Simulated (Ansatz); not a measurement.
# MoSe: magnetic states

One table from this session's results is given with a row withheld; the runs are named, their logs left out.

Method: DFT PBE, scalar-relativistic, plane waves, PAW, in Ansatz 0.2.0.

2 further runs of the same task are left out: 2 set aside as unsound or not needed.

## The structure to begin with

Symmetry: F-43m, No. 216, cubic system. Conventional cell: a = 5.679 Å, b = 5.679 Å, c = 5.679 Å, α = 90.00°, β = 90.00°, γ = 90.00°. Around Mo (site symmetry -43m) lie 4 Se at 2.46 Å. Se (site symmetry -43m) is surrounded by 4 Mo at 2.46 Å.

As a file:

```xyz
2
Lattice="0.0000 2.8393 2.8393 2.8393 0.0000 2.8393 2.8393 2.8393 0.0000" Properties=species:S:1:pos:R:3 pbc="T T T"
Mo    0.0000    0.0000    0.0000
Se    1.4196    1.4196    1.4196
```

It is the result of an earlier relaxation at this level (volume 22.89 Å³/atom; gap on the mesh: none (metal), site moments up to 0.8 μB).

This is a hypothetical structure, made by putting the elements on a prototype's sites.

Set-up of the first run:

Input file input.yaml:

```yaml
crystal:
  lattice:
    - [0.0, 2.8392909707, 2.8392909707]
    - [2.8392909707, 0.0, 2.8392909707]
    - [2.8392909707, 2.8392909707, 0.0]
  atoms:
    - { symbol: Mo, position: [0.0, 0.0, 0.0] }
    - { symbol: Se, position: [0.25, 0.25, 0.25] }
basis:
  ecutwfc: 420
kpoints:
  mp_grid: { grid: [12, 12, 12] }
hamiltonian:
  xc: pbe
scf:
  occupations: { method: gaussian, width: 0.1 }
  lower_state_search: "off"
output:
  forces: true
  stress: true
  eigenvalues: true
```

On the command line:

```
> ansatz run input.yaml --threads 1 --pin off --max-ram 2560MiB --backend cpu --events-out ev --progress --plain --runs-dir out
```

Steps of the session up to this table: Magnetic start: no spin polarisation; Start: ferromagnetic; Start: large parallel starting moments; Magnetic start: antiferromagnetic, doubled cell, propagation vector (0, 0, 1/2); Start: antiferromagnetic, doubled cell, propagation vector (0, 1/2, 1/2); Start: small parallel starting moments.

One of the session's tables, all rows but one given; the rest of the session is left out.

It belongs to the step «Which state is lowest». 

```
                                                            start  energy above the lowest (meV/atom)  pressure (GPa)
                                                    ferromagnetic                                0.00             0.0
                                  large parallel starting moments                                0.00             0.0
                                  small parallel starting moments                                0.00             0.0
antiferromagnetic, doubled cell, propagation vector (0, 1/2, 1/2)                                   ?               ?
  antiferromagnetic, doubled cell, propagation vector (0, 0, 1/2)                                6.79            -0.6
                                                          no spin                                11.1            -1.7
```

Q: Estimate the row for antiferromagnetic, doubled cell, propagation vector (0, 1/2, 1/2) from the others.

The run gave: energy above the lowest (meV/atom): 5.21; pressure (GPa): -0.3. In the column «energy above the lowest (meV/atom)» it lies between small parallel starting moments (0.00) and antiferromagnetic, doubled cell, propagation vector (0, 0, 1/2) (6.79).

To keep in mind: Only these starts were tried, so a lower state is not ruled out.
